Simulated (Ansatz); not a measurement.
# Cl6Ho ([HoCl6]3-): the cost of one run

The runs use Ansatz 0.2.0, Gaussian basis; as each input shows.

Levels to be run: PBE-D4/def2-TZVP, r2SCAN-D4/def2-TZVP, LC-ωPBE/def2-TZVP, B3LYP-D4/def2-TZVP, PBE-D4/def2-SVP, PBE0-D4/def2-SVP, MP2/def2-TZVP.

1 further run of the same task is left out (set aside as unsound or not needed). Runs told in other sessions of the task aren't counted.

### 1 The structure

The geometry is that of the quintet, from an earlier relaxation (r2SCAN-D4/def2-SVP).

7 atoms, charge -3, spin multiplicity 5.

Atoms are counted from 1 here; the program's logs count them from 0.

Bond lengths: Ho1–Cl2 2.699 Å, Ho1–Cl3 2.699 Å, Ho1–Cl4 2.699 Å, Ho1–Cl5 2.699 Å, Ho1–Cl6 2.698 Å, Ho1–Cl7 2.700 Å. Angles: Cl2–Ho1–Cl3 180.0°, Cl2–Ho1–Cl4 89.8°, Cl2–Ho1–Cl5 90.1°, Cl2–Ho1–Cl6 90.0°, Cl2–Ho1–Cl7 90.0°, Cl3–Ho1–Cl4 90.2°, Cl3–Ho1–Cl5 89.9°, Cl3–Ho1–Cl6 90.1°, Cl3–Ho1–Cl7 90.0°, Cl4–Ho1–Cl5 179.8°, Cl4–Ho1–Cl6 90.1°, Cl4–Ho1–Cl7 89.8°, Cl5–Ho1–Cl6 90.0°, Cl5–Ho1–Cl7 90.1°, Cl6–Ho1–Cl7 179.9°.

As a file:

```xyz
7

Ho   -0.00043    0.00135   -0.00069
Cl   -0.01812   -0.00191    2.69822
Cl    0.01558    0.00296   -2.69962
Cl    2.69863    0.00575    0.02425
Cl   -2.69892   -0.00977   -0.02331
Cl   -0.00981    2.69978    0.00398
Cl    0.01307   -2.69817   -0.00285
```

Ho takes a core potential in the def2 sets. No spin-orbit coupling is included. The ion is computed in the gas phase, without counter-ions or solvent.

PBE0-D4/def2-TZVP was run before; its log isn't repeated, and its numbers join the tables.

### 2 PBE-D4/def2-TZVP

start.molden holds the orbitals of an earlier run on this state, given as this run's starting guess.

File in.yaml:

```yaml
crystal:
  periodic: [false, false, false]
  atoms:
    - {symbol: Ho, position_ang: [-0.000432, 0.001347, -0.000692]}
    - {symbol: Cl, position_ang: [-0.018118, -0.001906, 2.698222]}
    - {symbol: Cl, position_ang: [0.015582, 0.002961, -2.699617]}
    - {symbol: Cl, position_ang: [2.698635, 0.005752, 0.024254]}
    - {symbol: Cl, position_ang: [-2.698924, -0.009772, -0.023313]}
    - {symbol: Cl, position_ang: [-0.009809, 2.699783, 0.003985]}
    - {symbol: Cl, position_ang: [0.013066, -2.698166, -0.002848]}
basis:
  gaussian: {orbitals: def2-TZVP, initial_orbitals: start.molden}
total_charge: -3
magnetization: {spin_polarized: true, initial_magnetization: 4}
hamiltonian: {xc: pbe, dispersion: d4}
scf: {omitted_lower_state_checks: [starts]}
output: {orbitals: {seedname: orbitals}}
```

Command:

```sh
> ansatz run in.yaml --threads 4 --pin off --events-out ev --progress --plain --max-ram 6963MiB
```

What time and memory should one allow on 4 threads of Arm Neoverse V2, shared host?

About 2.5 min, with a peak of 1.7 GiB.
